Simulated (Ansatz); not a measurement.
# La2SiF2: the cost of one run

Program: Ansatz 0.2.0. Level of theory: DFT PBE, scalar-relativistic, plane waves, PAW. These are calculated values, not measurements.

2 further runs of the same task are left out: 1 that didn't finish, 1 set aside as unsound or not needed.

**1. Starting point**

It takes space group P4/mmm (No. 123, tetragonal). Conventional cell: a = 4.328 Å, b = 4.328 Å, c = 5.870 Å, α = 90.00°, β = 90.00°, γ = 90.00°. La (site symmetry 4mm) is surrounded by 4 F at 2.65 Å and 2 La at 2.82 to 3.05 Å and 4 Si at 3.37 Å. Si (site symmetry 4/mmm) is surrounded by 8 La at 3.37 Å. Around F (site symmetry mmm) lie 4 La at 2.65 Å.

As a file:

```
CELL_PARAMETERS angstrom
4.32754 0.00000 0.00000
0.00000 4.32754 0.00000
0.00000 0.00000 5.87018
ATOMIC_POSITIONS crystal
La 0.50000 0.50000 0.24000
La 0.50000 0.50000 0.76000
Si 0.00000 0.00000 0.00000
F 0.00000 0.50000 0.50000
F 0.50000 0.00000 0.50000
```

A structure generator made this guess: species swapped into a database cell of CeMg2Si2 (P4/mmm, No. 123), with Si on the Ce sites, F on the Mg sites and La on the Si sites. The dimensions are guesses.

**2. The guess as it stands, on a coarse mesh**

File input.yaml:

```yaml
crystal:
  lattice:
    - [4.32753902, 0.0, 0.0]
    - [0.0, 4.32753902, 0.0]
    - [0.0, 0.0, 5.87017927]
  atoms:
    - { symbol: La, position: [0.5, 0.5, 0.23999999] }
    - { symbol: La, position: [0.5, 0.5, 0.76000001] }
    - { symbol: Si, position: [0.0, 0.0, 0.0] }
    - { symbol: F, position: [0.0, 0.5, 0.5] }
    - { symbol: F, position: [0.5, 0.0, 0.5] }
basis:
  ecutwfc: 420
kpoints:
  mp_grid: { grid: [4, 4, 4] }
hamiltonian:
  xc: pbe
scf:
  occupations: { method: gaussian, width: 0.1 }
  lower_state_search: "off"
output:
  forces: true
  stress: true
  eigenvalues: true
```

Run with:

```bash
$ ansatz run input.yaml --threads 1 --pin off --max-ram 2560MiB --backend cpu --events-out ev --progress --plain --runs-dir out
```

What time and memory should one allow on 1 thread of Arm Neoverse V2, shared host?

About 3 s, with a peak of 0.36 GiB.
